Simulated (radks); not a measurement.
**Os in [Xe] 4f14 5d6 6s1 6p1: an all-electron calculation**

An exercise on one series of results from a longer session: the logs are not shown, and one member is left open.

Program: radks (a radial shooting solver on a logarithmic mesh, Libxc functionals) version 1. Level of theory: scalar-relativistic Kohn-Sham, PBEsol, spin-unpolarised, spherical densities, finite nucleus. These are calculated values, not measurements, unless marked.

### Starting point

```
element            : osmium (Z = 76)
charge             : 0
electrons          : 76
configuration      : [Xe] 4f14 5d6 6s1 6p1
nuclear rms radius : 5.4126 fm
```

The outer shells:

Os
```
[Xe] core
4f [↑↓][↑↓][↑↓][↑↓][↑↓][↑↓][↑↓]
5d [↑↓][↑ ][↑ ][↑ ][↑ ]
6s [↑ ]
6p [↑ ][  ][  ]
```

Set-up of the first run:

Settings of this run:

```text
Z 76
configuration [Xe] 4f14 5d6 6s1 6p1
relativity scalar-relativistic
functional pbe_sol,pbe_sol
spin unpolarised
nucleus finite rms 5.4126 fm
c 137.035999084
```

Run with:

```bash
$ python run_ks.py task.json out
```

All runs below come from this command, one after another.

One of the session's tables, all rows but one given; the rest of the session is left out.

It belongs to the step «Orbitals and density». From the orbitals of this run (lengths in bohr):

```
level      <r>  outermost maximum (interpolated)  90 % within  nodes
   1s  0.01774                            0.0110       0.0324      0
   2s  0.07493                            0.0634        0.116      1
   2p  0.06729                            0.0522        0.110      0
   3s   0.1940                             0.179        0.284      2
   3p   0.1946                             0.177        0.291      1
   3d   0.1762                             0.144        0.273      0
   4s   0.4320                             0.405        0.620      3
   4p   0.4595                             0.425        0.667      2
   4d   0.4891                             0.435        0.732      1
   5s    1.006                             0.913         1.44      4
   4f   0.5566                             0.405        0.909      0
   5p    1.169                              1.03         1.70      3
   5d    1.784                              1.35         2.82      2
   6s    2.903                              2.44         4.31      5
   6p        ?                                 ?            ?      ?
```

Estimate the missing values for 6p.

The run gave: <r>: 4.333; outermost maximum (interpolated): 3.40; 90 % within: 6.70; nodes: 4. In the column «<r>» it is the highest.
